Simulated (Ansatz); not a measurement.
**SnH₄O₄: a ladder of functionals and wavefunction methods**

Aim: compute SnH₄O₄ with functionals from several rungs and with coupled cluster, and see how far each lands from CCSD(T) at the basis-set limit for the atomisation energy.

Computed with Ansatz 0.2.0, Gaussian basis. Level: functionals in def2-TZVPP, the program's frozen cores in correlated methods.

The runs, in order: LDA (SPW92), PBE-D4, revPBE-D4, BLYP-D4, r2SCAN-D4, B97M-V, PBE0-D4, B3LYP-D4, r2SCANh-D4, r2SCAN0-D4, HSE06-D4, BHLYP-D4, CAM-B3LYP-D4, LC-ωPBE, ωB97X-V, ωB97M-V, B2PLYP, PBE-QIDH; CCSD(T)/def2-SVP; CCSD(T)/def2-TZVPP; MP2/def2-QZVPP; extrapolation to the limit; RPA on PBE.

### 1 Structure used throughout

All runs share one geometry, relaxed beforehand with PBE0-D4 in a triple-zeta def2 set. Sn takes the def2 core potential; no spin-orbit term is included.

SMILES `[OH][Sn]([OH])([OH])[OH]`, 9 atoms, charge 0, spin multiplicity 1.

Atoms are counted from 1 here; the program's logs count them from 0.

Bond lengths: O1–Sn2 1.943 Å, O1–H6 0.961 Å, Sn2–O3 1.943 Å, Sn2–O4 1.943 Å, Sn2–O5 1.943 Å, O3–H7 0.961 Å, O4–H8 0.961 Å, O5–H9 0.961 Å. Angles: Sn2–O1–H6 112.2°, O1–Sn2–O3 116.2°, O1–Sn2–O4 106.2°, O1–Sn2–O5 106.2°, O3–Sn2–O4 106.2°, O3–Sn2–O5 106.2°, O4–Sn2–O5 116.2°, Sn2–O3–H7 112.2°, Sn2–O4–H8 112.2°, Sn2–O5–H9 112.2°.

### 2 LDA

This LDA is Slater exchange with PW92 correlation.

Input file in.yaml:

```yaml
crystal:
  periodic: [false, false, false]
  atoms:
    - {symbol: O, position_ang: [-0.216778, 1.535850, -1.162933]}
    - {symbol: Sn, position_ang: [0.009741, -0.005190, -0.001898]}
    - {symbol: O, position_ang: [1.705833, -0.942242, -0.141032]}
    - {symbol: O, position_ang: [-1.359391, -1.281853, -0.521261]}
    - {symbol: O, position_ang: [-0.090581, 0.667581, 1.817828]}
    - {symbol: H, position_ang: [-0.709633, 1.321370, -1.960105]}
    - {symbol: H, position_ang: [2.326066, -0.675439, 0.543461]}
    - {symbol: H, position_ang: [-1.052463, -2.190720, -0.456682]}
    - {symbol: H, position_ang: [-0.524294, 1.524343, 1.865421]}
basis:
  gaussian: {orbitals: def2-TZVPP}
hamiltonian: {xc: lda}
output: {orbitals: {seedname: orbitals}}
```

Launch:

```sh
$ ansatz run in.yaml --threads 4 --pin off --events-out ev --progress --plain --max-ram 10444MiB
```

The runs that follow: PBE-D4 (GGA); revPBE-D4 (GGA); BLYP-D4 (GGA); r2SCAN-D4 (meta-GGA); B97M-V (meta-GGA); PBE0-D4 (hybrid); B3LYP-D4 (hybrid); r2SCANh-D4 (hybrid); r2SCAN0-D4 (hybrid); HSE06-D4 (hybrid); BHLYP-D4 (hybrid); CAM-B3LYP-D4 (range-separated); LC-ωPBE (range-separated); ωB97X-V (range-separated); ωB97M-V (range-separated); B2PLYP (double hybrid); PBE-QIDH (double hybrid); CCSD(T) in def2-SVP; CCSD(T) in def2-TZVPP; MP2 in def2-QZVPP; RPA on PBE orbitals.

Before running them: what should the planned runs give, taken together? Wanted: atomisation energy, CCSD(T)/CBS; farthest beyond LDA; mean size of error, GGA; mean size of error, meta-GGA; mean size of error, hybrid; mean size of error, range-separated; mean size of error, double hybrid; gap, smallest and largest; T1 diagnostic.

As calculated:

| quantity | value |
| --- | --- |
| atomisation energy, CCSD(T)/CBS | 3212.2 kJ/mol |
| functionals within 32.1 kJ/mol (1.0 %) | PBE-D4 |
| farthest beyond LDA | BHLYP-D4 (-276.2 kJ/mol) |
| mean size of error, GGA | 55.7 kJ/mol |
| mean size of error, meta-GGA | 58.7 kJ/mol |
| mean size of error, hybrid | 151.3 kJ/mol |
| mean size of error, range-separated | 63.0 kJ/mol |
| mean size of error, double hybrid | 119.6 kJ/mol |
| gap, smallest and largest | 4.67 eV (LDA (SPW92)), 12.69 eV (LC-ωPBE) |
| T1 diagnostic | 0.0146 |
| triples share of the correlation energy | 3.4 % |

What this shows: The LDA atomisation energy is off by 526.3 kJ/mol (16 %): it overbinds. PBE-D4 is off by +14.1 kJ/mol. Double hybrids carry the basis error of their MP2 part in triple zeta, and no dispersion term here, so their miss is partly the set-up's. Taken by rung, GGA functionals do best (55.7 kJ/mol on average) and hybrid ones worst beyond LDA (151.3 kJ/mol). The gap between the best rungs is small, so their order is not settled. The mean of the hybrids holds BHLYP, with half exact exchange. The reference freezes the cores and leaves out spin-orbit coupling and excitations past (T), and its outer-core shells are covered unevenly, so misses under about 32.1 kJ/mol can't be ranked. All levels share the lack of spin-orbit coupling, which lowers the free heavy atoms and so the true binding. Hartree-Fock recovers 61 % of the binding; the rest is correlation. CCSD(T) in def2-SVP is off by -373.1 kJ/mol, more than most functionals: a good method in a small basis is no reference. Orbital gaps span 4.7 to 12.7 eV; exact exchange widens them. Correlated methods include outer-core shells of Sn, which these sets cover unevenly.
